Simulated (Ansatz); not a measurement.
# C2H10ClGeNSi: small, medium and large basis sets

The task here is to estimate one member of a computed series from the others.

Computed with Ansatz 0.2.0, Gaussian basis. Level: one geometry, several basis sets.

Plan: PBE0-D4/def2-SVP; ωB97M-V/def2-SVP; PBE0-D4/def2-QZVPP; ωB97M-V/def2-QZVPP; the functionals' def2-TZVPP values are taken from earlier runs.

## The relaxed structure

All runs share one geometry, relaxed beforehand with PBE0-D4 in a triple-zeta def2 set.

SMILES `CC[N]([GeH3])[SiH2]Cl`, 16 atoms, charge 0, spin multiplicity 1.

Atoms are counted from 1 here; the program's logs count them from 0.

Bond lengths: C1–C2 1.519 Å, C1–H7 1.093 Å, C1–H8 1.093 Å, C1–H9 1.092 Å, C2–N3 1.464 Å, C2–H10 1.096 Å, C2–H11 1.097 Å, N3–Ge4 1.851 Å, N3–Si5 1.700 Å, Ge4–H12 1.533 Å, Ge4–H13 1.540 Å, Ge4–H14 1.539 Å, Si5–Cl6 2.075 Å, Si5–H15 1.479 Å, Si5–H16 1.482 Å. Angles: C2–C1–H7 110.4°, C2–C1–H8 111.4°, C2–C1–H9 110.8°, H7–C1–H8 107.7°, H7–C1–H9 108.5°, H8–C1–H9 107.8°, C1–C2–N3 114.1°, C1–C2–H10 109.4°, C1–C2–H11 109.7°, N3–C2–H10 108.4°, N3–C2–H11 109.0°, H10–C2–H11 105.9°, C2–N3–Ge4 116.8°, C2–N3–Si5 119.5°, Ge4–N3–Si5 122.9°, N3–Ge4–H12 107.2°, N3–Ge4–H13 111.9°, N3–Ge4–H14 106.4° and more.

Geometry (Å):

```xyz
16
C2H10ClGeNSi
C    -0.6856   -1.7920   -0.3713
C     0.4128   -1.0554    0.3751
N     0.3595    0.4012    0.2345
Ge    0.8918    1.1032   -1.3932
Si   -0.4062    1.3299    1.4347
Cl   -2.4785    1.2909    1.3440
H    -0.5949   -2.8702   -0.2171
H    -0.6315   -1.6036   -1.4466
H    -1.6711   -1.4741   -0.0253
H     0.3564   -1.3023    1.4418
H     1.3937   -1.4106    0.0358
H     1.0415    2.6172   -1.2068
H    -0.1280    0.8057   -2.5078
H     2.2316    0.4300   -1.7393
H    -0.0179    2.7475    1.2711
H    -0.0735    0.7823    2.7705
```

Set-up of the first run:

The input, in.yaml:

```yaml
crystal:
  periodic: [false, false, false]
  atoms:
    - {symbol: C, position_ang: [-0.685614, -1.792012, -0.371294]}
    - {symbol: C, position_ang: [0.412791, -1.055389, 0.375134]}
    - {symbol: N, position_ang: [0.359491, 0.401239, 0.234473]}
    - {symbol: Ge, position_ang: [0.891797, 1.103228, -1.393158]}
    - {symbol: Si, position_ang: [-0.406166, 1.329938, 1.434655]}
    - {symbol: Cl, position_ang: [-2.478541, 1.290945, 1.344002]}
    - {symbol: H, position_ang: [-0.594877, -2.870197, -0.217054]}
    - {symbol: H, position_ang: [-0.631487, -1.603620, -1.446571]}
    - {symbol: H, position_ang: [-1.671064, -1.474093, -0.025349]}
    - {symbol: H, position_ang: [0.356387, -1.302256, 1.441800]}
    - {symbol: H, position_ang: [1.393667, -1.410576, 0.035786]}
    - {symbol: H, position_ang: [1.041480, 2.617238, -1.206819]}
    - {symbol: H, position_ang: [-0.128045, 0.805697, -2.507839]}
    - {symbol: H, position_ang: [2.231630, 0.430041, -1.739325]}
    - {symbol: H, position_ang: [-0.017934, 2.747521, 1.271071]}
    - {symbol: H, position_ang: [-0.073495, 0.782285, 2.770509]}
basis:
  gaussian: {orbitals: def2-SVP}
hamiltonian: {xc: pbe0, dispersion: d4}
output: {orbitals: {seedname: orbitals}}
```

Among the steps run: PBE0-D4 in def2-SVP; ωB97M-V in def2-SVP; PBE0-D4 in def2-QZVPP; ωB97M-V in def2-QZVPP.

One table of the session follows, with a row left open; its other results are not shown here.

It belongs to the step «Functionals by basis». 

| functional | basis | HOMO (eV) | LUMO (eV) |
| --- | --- | --- | --- |
| PBE0-D4 | def2-SVP | -7.20 | 0.51 |
| PBE0-D4 | def2-TZVPP | ? | ? |
| PBE0-D4 | def2-QZVPP | -7.27 | 0.06 |
| ωB97M-V | def2-SVP | -9.42 | 2.37 |
| ωB97M-V | def2-TZVPP | -9.52 | 1.97 |
| ωB97M-V | def2-QZVPP | -9.54 | 1.61 |

Q: Estimate the row for PBE0-D4, def2-TZVPP from the others.

**Answer.** HOMO (eV): -7.26; LUMO (eV): 0.22. In the column «HOMO (eV)» it lies between PBE0-D4, def2-QZVPP (-7.27) and PBE0-D4, def2-SVP (-7.20).
